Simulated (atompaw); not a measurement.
**Iron: generating and testing a PAW (atompaw) potential**

Task: generate the file, and judge it by its logarithmic derivatives, its ghosts and its cutoff.

The numbers are computed with atompaw 4.2.0.5 (PBE, scalar-relativistic, spin-unpolarised reference atom).

### Step 1. The atom and the settings

The settings as typed:

* element: iron (Fe, Z = 26)
* type: PAW
* frozen core: [Ne]
* valence charge: 16
* reference configuration: 3s2 3p6 3d6 4s1.5 4p0.5
* partial waves: 3s (bound): rc 0.85 bohr; 4s (bound): rc 1.25 bohr; 3p (bound): rc 1.10 bohr; 4p (bound): rc 1.45 bohr; 3d (bound): rc 1.95 bohr; 3d channel at -0.15 Ry: rc 1.95 bohr
* local potential: bessel scheme, radius 1.55 bohr
* core correction: smooth core density matched at 1.60 bohr
* augmentation charge: sinc compensation charge, radius 1.80 bohr; PAW radius 1.95 bohr; waves and projectors: custom polynom2 7 10 vanderbiltortho

The nodes and maxima of the atom's own shells, from an earlier all-electron run, set the scale for the radii.

All-electron outer shells of the reference configuration (PBE, scalar-relativistic, ld1.x):

```tsv
shell	level (eV)	outermost node (bohr)	outermost maximum (bohr)
2s	-820.59	0.08	0.22
2p	-699.32	–	0.18
3s	-94.93	0.33	0.70
3p	-60.96	0.30	0.72
3d	-8.39	–	0.71
4s	-5.86	1.00	2.38
4p	-1.75	1.10	3.25
```

### Step 2. The generation run

Fe.input reads:

```
Fe 26
GGA-PBE scalarrelativistic loggrid 1500 logderivrange -9 5 351
4 4 3 0 0 0
4 0 1.5
4 1 0.5
3 2 6
0 0 0
c
c
v
v
c
v
v
v
2
1.95 1.80 1.55 1.60
n
n
y
-0.15
n
custom polynom2 7 10 vanderbiltortho sinc
bessel
0.85
1.25
1.10
1.45
1.95
1.95
PWSCFOUT
UPFDX 0.0125d0 UPFXMIN -7.d0 UPFZMESH 26.d0
END
```

Launch:

```bash
$ atompaw < Fe.input > Fe.log
```

**Question.** What will these runs give? Wanted: cutoffs for 10 and 1 mRy, occupied levels; bound ghosts; largest phase difference near zero energy, channels read; lowest eigenvalue of the overlap; share of valence orbitals outside the PAW sphere; UPF file.

As calculated:

| quantity | value |
| --- | --- |
| cutoffs for 10 and 1 mRy, occupied levels | over 300 Ry and over 300 Ry |
| bound ghosts | none found |
| largest phase difference near zero energy, channels read | 0.002 rad |
| lowest eigenvalue of the overlap (Bessel basis) | 0.638 (s) |
| share of valence orbitals outside the PAW sphere | 3s 0 %, 4s 81 %, 3p 1 %, 4p 94 %, 3d 11 % |
| UPF file | written |

What this shows: The potential is very hard: the looser tolerance needs over 300 Ry. No bound ghost shows below the valence levels. Near zero energy the phases of the channels with partial waves agree within 0.002 rad. All of this concerns the isolated atom, not yet a solid.
